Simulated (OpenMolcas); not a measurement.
**Cu³⁺ among point charges: CASSCF and CASPT2 levels and susceptibility**

Aim: the splitting of the states of Cu³⁺ in the field of 5 point charges, its lowest levels with spin-orbit coupling and its magnetic susceptibility.

Method: state-averaged CASSCF and CASPT2, spin-orbit coupling by RASSI with atomic mean-field integrals. Code: OpenMolcas 26.06.

## (1) What is computed

| Property | Result |
| --- | --- |
| Species | Cu³⁺ (copper, Z = 29, 26 electrons) |
| Basis | ANO-RCC-VDZP [5s4p2d1f], 34 functions |
| Scalar Hamiltonian | DKH2, point nucleus |
| Inactive shells | 1s 2s 2p 3s 3p |
| Active space | 8 electrons in 5 orbitals (3d) |
| Some configurations of this space | 3d⁸ |
| Orbitals | optimised for each spin and parity, averaged over all roots |

Outer shells as boxes (Hund's rule):

3d8
```
3d [↑↓][↑↓][↑↓][↑ ][↑ ]
```

The ion sits among 5 point charges of -1 e arranged as a trigonal bipyramid (D3h), 1.89 Å from the ion, with the axial distance 1.795 Å.

Each step is its own input file, run in one work folder so that later steps find the files of earlier ones. Labels, J, g values, rates, χT and fits are worked out afterwards by a script from the matrices that RASSI stores.

## (2) Basis and integrals

File a.inp:

```
&GATEWAY
Coord
1

Cu 0.0 0.0 0.0
Basis=ANO-RCC-VDZP
Group=NoSym
NoMove
AngMom=0.0 0.0 0.0
AMFI
XField
5 Angstrom 0
1.890000 0.000000 0.000000 -1.000000
-0.945000 1.636788 0.000000 -1.000000
-0.945000 -1.636788 0.000000 -1.000000
0.000000 0.000000 1.795500 -1.000000
0.000000 0.000000 -1.795500 -1.000000
&SEWARD
```

Command:

```sh
OMP_NUM_THREADS=1 MOLCAS_MEM=1689 MOLCAS_PROJECT=a pymolcas a.inp > a.log
```

## (3) Reference wave functions, triplets, 10 roots

File a.inp:

```
&RASSCF
FileOrb=start.orb
Symmetry=1
Spin=3
nActEl=8 0 0
Inactive=9
Ras2=5
CIRoot=10 10 1
SDav=10
CIMx=300
Iter=120 100
PrWF=0.3
OrbListing=Nothing
MaxOrb=0
>>> COPY $Project.JobIph JOB001
```

start.orb holds the contracted functions of the basis, ordered by shell, or the orbitals of the step before.

## (4) CASSCF: singlets, 15 roots

File a.inp:

```
&RASSCF
FileOrb=start.orb
Symmetry=1
Spin=1
nActEl=8 0 0
Inactive=9
Ras2=5
CIRoot=15 15 1
SDav=15
CIMx=300
Iter=120 100
PrWF=0.3
OrbListing=Nothing
MaxOrb=0
>>> COPY $Project.JobIph JOB002
```

## (5) State interaction with spin-orbit coupling

File a.inp:

```
&RASSI
NrOfJobIphs=2 10 15
1 2 3 4 5 6 7 8 9 10
1 2 3 4 5 6 7 8 9 10 11 12 13 14 15
IphNames
JOB001
JOB002
EJob
SpinOrbit
DIPRint=1.0
SOCoupling=1000.0
Subsets=2
Property=9
'ANGMOM' 1 'ANGMOM' 2 'ANGMOM' 3 'MLTPL  1' 1 'MLTPL  1' 2 'MLTPL  1' 3
'AMFI' 1 'AMFI' 2 'AMFI' 3
SOProperty=3
'ANGMOM' 1 'ANGMOM' 2 'ANGMOM' 3
```

## (6) CASPT2: IPEA 0.25, imaginary shift 0.1 (closed shells correlated: 3s 3p)

File a.inp:

```
>>> COPY JOB001 $Project.JobIph
&CASPT2
Multistate=10 1 2 3 4 5 6 7 8 9 10
NoMult
Frozen=5
IPEA=0.25
Imaginary=0.1
MaxIter=60
WThr=0.0 0.3 0.05
PrWF=0.5
NoMix
>>> COPY JOB002 $Project.JobIph
&CASPT2
Multistate=15 1 2 3 4 5 6 7 8 9 10 11 12 13 14 15
NoMult
Frozen=5
IPEA=0.25
Imaginary=0.1
MaxIter=60
WThr=0.0 0.3 0.05
PrWF=0.5
NoMix
```

(Steps that only read results are left out.)

What does the calculation give? Wanted: spin-free ground state; first state of the same spin within the active space; lowest level; next level.

**Answer**, as computed:

| quantity | value |
| --- | --- |
| method | SS-CASPT2, IPEA 0.25, imaginary shift 0.1 (closed shells correlated: 3s 3p) |
| spin-free ground state | 3E, 2-fold in its orbital part |
| first state of the same spin within the active space | 3E at 255 cm⁻¹ |
| lowest level | 2-fold E, g = 0.00, 0.00, 4.98 |
| next level | 69.7 cm⁻¹ |
| χT at 300 K | 3.44 cm³ K/mol |
| effective moment at 300 K | 5.24 μB |

Cost by method:

```csv
method,time of its own steps,time with the reference
A. CASSCF,4.8 s,4.8 s
"B. SS-CASPT2, IPEA 0.25, imaginary shift 0.1, +3s 3p",2 s,6.7 s
```

Times are of one thread on a shared host.

What this shows: The spin-free ground state (3E) comes to 100 % from free-ion F terms and keeps the highest spin of the shell. χT at 300 K is 3.44, against 1.00 cm³ K/mol for the spin alone, so orbital moment adds to it. CASPT2 does not keep the components of a term degenerate, and the means are used. The field of point charges can differ much from that of real complexes. Point charges carry no covalency, so the field is a model and not that of real ligands.
